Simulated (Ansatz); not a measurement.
# SiO (Pm-3m) in Ansatz: band structure with PBE

Aim: the band structure of SiO with PBE.

Program: Ansatz 0.2.0. These are calculated values, not measurements. Logs are shortened: lines on timing, memory, paths and dates and some standing lists are left out, and cuts for length are marked.

## Step 1: The structure

The structure is cubic, space group Pm-3m (No. 221). Conventional cell: a = 2.807 Å, b = 2.807 Å, c = 2.807 Å, α = 90.00°, β = 90.00°, γ = 90.00°. Si (site symmetry m-3m) is surrounded by 8 O at 2.43 Å. O (site symmetry m-3m) is surrounded by 8 Si at 2.43 Å.

The cell was built by a generator and needn't be a form met in nature.

## Step 2: Band structure, PBE

input.yaml reads:

```yaml
crystal:
  lattice:
    - [2.80697, 0.0, 0.0]
    - [0.0, 2.80697, 0.0]
    - [0.0, 0.0, 2.80697]
  atoms:
    - { symbol: Si, position: [0.0, 0.0, 0.0] }
    - { symbol: O, position: [0.5, 0.5, 0.5] }
hamiltonian:
  xc: pbe
  pseudopotentials: { kind: paw }
kpoints:
  mp_grid: { grid: [9, 9, 9] }
  band_path:
    path:
      - [[0.0, 0.0, 0.0], [0.0, 0.5, 0.0], [0.5, 0.5, 0.0], [0.0, 0.0, 0.0], [0.5, 0.5, 0.5], [0.0, 0.5, 0.0]]
      - [[0.5, 0.5, 0.0], [0.5, 0.5, 0.5]]
    npoints: 14
scf:
  occupations: { method: fermi_dirac, width: 0.05 }
  n_extra_bands: 6
output:
  forces: true
  stress: true
  eigenvalues: true
  fatbands: false
```

Potentials or basis: Ansatz PAW.

Launch:

```console
$ ansatz run input.yaml --threads 2 --pin off --max-ram 5632MiB --backend cpu --events-out ev --progress --plain --runs-dir out
```

What it wrote:

```text
Warning: RAYON_NUM_THREADS=2 ignored (pool sized by the plan → 2); use --threads N
scf.n_extra_bands = 6 over 5 filled bands (N_el = 10.0): the run solves 11 bands
Engine: ansatz 0.2.0, x86_64-unknown-linux-gnu
Pseudopotentials: kind: paw
Pseudopotential: Si, paw, valence charge 4, recommended cutoff 420 eV (normal), Si.paw.azcp
Pseudopotential: O, paw, valence charge 6, recommended cutoff 420 eV (normal), O.paw.azcp
Functional definition: PBE
  parameter kappa = 0.804
  parameter beta = 0.06672455060314922
  exchange = pbe_x(kappa = kappa, mu = beta*pi^2/3)
  correlation = pbe_c(beta = beta)
Crystal: 2 atoms, lattice volume = 22.116 Å³
Basis set: ecut = 420 eV, 461 PW (Γ), exchange–correlation on 40×40×40 points (8 copies of the dense FFT grid, shifted against one another)
Bands: 11, of which v1, the nominal top of the filled ones, is band 5 counted from 1 (4 counted from 0)
Symmetry: 48 space group operations
Space group: Pm-3m (ITA 221), of the structure as read, at distance tolerance 2.8e-5 Å
k-points: 35 of 729
Non-local potential: Si, projectors of the file, l = 0: 2, l = 1: 2, l = 2: 2
Non-local potential: O, projectors of the file, l = 0: 2, l = 1: 2, l = 2: 1
PAW form: soft (Blöchl's): semilocal exchange-correlation on the pseudo side does not see the compensation charge
PAW one-centre angular grid: Si, 110 points (default); XC on 64 Gauss nodes
PAW one-centre angular grid: O, 110 points (default); XC on 64 Gauss nodes
Initial density: superposition of atomic densities (neutral atoms: chi_scale 0, normalization atom), corrected by the library's trained network
Initial wavefunctions: pseudopotential atomic-orbital guess
Functional: x = pbe(κ = 0.804, μ = 0.2195149727645171), c = pbe(β = 0.06672455060314922)
SCF iter   1: F=—  HF=-1200.740207 eV  |F-HF|=—  |Δ(HF+E_count)|=         —  Δρ=1.11e-2  dr2=2.79e-2  ethr=1.77e-3  ⟨swp⟩=6.7  Hψ=2564  notcnv=0
preconditioner: auto → none  [insulator: Δε(μ)=0.280 eV  Ē_g=15.889 eV  σ=0.050 eV  W_gap=0.65  n_scr=6 (ndim 8)  ℏωp=25.0 eV  f_vac=0.000  D(μ)=0.31/eV (n_scr^D=0)  ε∞_Penn≈3.5]
SCF iter   2: F=—  HF=-1200.735607 eV  |F-HF|=—  |Δ(HF+E_count)|=   4.60e-3  Δρ=3.96e-3  dr2=4.42e-3  ethr=2.79e-4  ⟨swp⟩=1.7  Hψ=709  notcnv=0  defer=16
SCF iter   3: F=—  HF=-1200.734746 eV  |F-HF|=—  |Δ(HF+E_count)|=   8.61e-4  Δρ=6.44e-4  dr2=1.21e-4  ethr=4.42e-5  ⟨swp⟩=1.2  Hψ=356  notcnv=0  defer=20
SCF iter   4: F=—  HF=-1200.734725 eV  |F-HF|=—  |Δ(HF+E_count)|=   2.10e-5  Δρ=4.12e-5  dr2=9.73e-8  ethr=1.21e-6  ⟨swp⟩=1.4  Hψ=374  notcnv=0  defer=20
SCF iter   5: F=—  HF=-1200.734693 eV  |F-HF|=—  |Δ(HF+E_count)|=   3.20e-5  Δρ=4.84e-6  dr2=2.32e-9  ethr=9.73e-10  ⟨swp⟩=2.0  Hψ=515  notcnv=0  defer=20
SCF iter   6: F=-1200.734693 eV  HF=-1200.734693 eV  |F-HF|=4.77e-12  |Δ(HF+E_count)|=   3.20e-9  Δρ=3.51e-7  dr2=1.45e-11  ethr=2.32e-11  ⟨swp⟩=4.2  Hψ=1534  notcnv=0
SCF 1 converged in 6 iterations: F = -1200.734693 eV  dr2 = 1.45e-11
NSCF: frozen V_eff on 86 k-points
SCF converged after 6 iterations
Free energy (F): -1200.734693 eV
Harris-Foulkes:  -1200.734693 eV  (|F-HF|=4.77e-12)
Internal energy: -1200.732269 eV  (E = F + TS)
E sigma→0 (E₀):  -1200.733481 eV
Entropy (-TS):   -0.002424 eV (-1.212 meV/atom)
Fermi energy:    9.510100 eV
--- Per-component energies (eV) ---
  E_band       = 21.199373
  E_kinetic    = 210.620254
  E_local      = -335.246166  (includes V_loc(G=0)·N_el)
  E_nonlocal   = 74.313399
  E_hartree    = 123.688862
  E_xc         = -128.691290
  E_vxc        = -140.367494  (∫ρ·V_xc dr)
  E_paw        = -668.250195  (= ΣΔE_a)
  E_vpaw       = -35.500573  (= ΣTr[D̂ρ^β])
  E_aug_tail   = 0.002295  (compensation charges beyond the density's cutoff)
  E_ewald      = -477.169429
  E_smearing   = -0.002424  (= −TS)
  E_closure    = 0.000000  (closes the sum)
  Σ components = -1200.734693   (vs F -1200.734693, Δ=0.00e0)
--- Forces (eV/Å), atoms counted from 1 ---
  atom   1  Si    -0.00000000     0.00000000     0.00000000
  atom   2  O      0.00000000    -0.00000000    -0.00000000
  max |Σ_I F_I| component: 1.24e-29 eV/Å
--- Stress (GPa, compression-positive) ---
        0.138078      -0.000000       0.000000
        0.000000       0.138078       0.000000
        0.000000      -0.000000       0.138078
  P = ⅓ Tr σ = 0.1381 GPa (1.381 kbar)
--- Band table (eV; the first three rows and the last of 35) ---
  k-point 0: bands = ["-10.3622", "2.5550", "6.2211", "6.2211", "6.2211", "15.4508", "15.4508", "17.6257", "17.6257", "17.6257", "28.5281"]
  k-point 1: bands = ["-10.2476", "2.1138", "6.3033", "6.3033", "6.3410", "14.6825", "15.6449", "17.4951", "17.4951", "18.8118", "27.8695"]
  k-point 2: bands = ["-9.9345", "1.0391", "6.5214", "6.5214", "6.7588", "13.3488", "16.2052", "17.1295", "17.1295", "21.2044", "26.7361"]
  k-point 34: bands = ["-7.8951", "4.1162", "4.4619", "4.4619", "7.5287", "8.9706", "8.9706", "10.5910", "21.8901", "22.1813", "22.1813"]
```

Wall time 1.1 s (2 threads of Intel Xeon at 2.70GHz, shared host); peak memory 0.28 GiB.

Results:

```
Free energy            : -1200.7347 eV
Pressure               : 0.1 GPa
Band gap on the k mesh : none (metal or under the smearing width)
```

Levels at the corners of the path, in eV from the Fermi level:
```tsv
point	band 1	band 2	band 3	band 4	band 5	band 6	band 7	band 8	band 9	band 10
Γ	-19.87	-6.96	-3.29	-3.29	-3.29	5.94	5.94	8.12	8.12	8.12
X	-18.68	-10.50	-2.50	-2.50	-1.03	0.95	6.75	6.75	8.42	14.11
M	-17.92	-7.16	-7.16	-5.22	-1.99	3.94	3.94	8.31	9.07	13.16
Γ	-19.87	-6.96	-3.29	-3.29	-3.29	5.94	5.94	8.12	8.12	8.12
R	-17.35	-5.00	-5.00	-5.00	-0.90	-0.82	-0.82	-0.82	12.68	12.68
X	-18.68	-10.50	-2.50	-2.50	-1.03	0.95	6.75	6.75	8.42	14.11
M	-17.92	-7.16	-7.16	-5.22	-1.99	3.94	3.94	8.31	9.07	13.16
R	-17.35	-5.00	-5.00	-5.00	-0.90	-0.82	-0.82	-0.82	12.68	12.68
```

Caveat: the pressure holds a Pulay correction of +0.6 GPa for the finite cutoff.
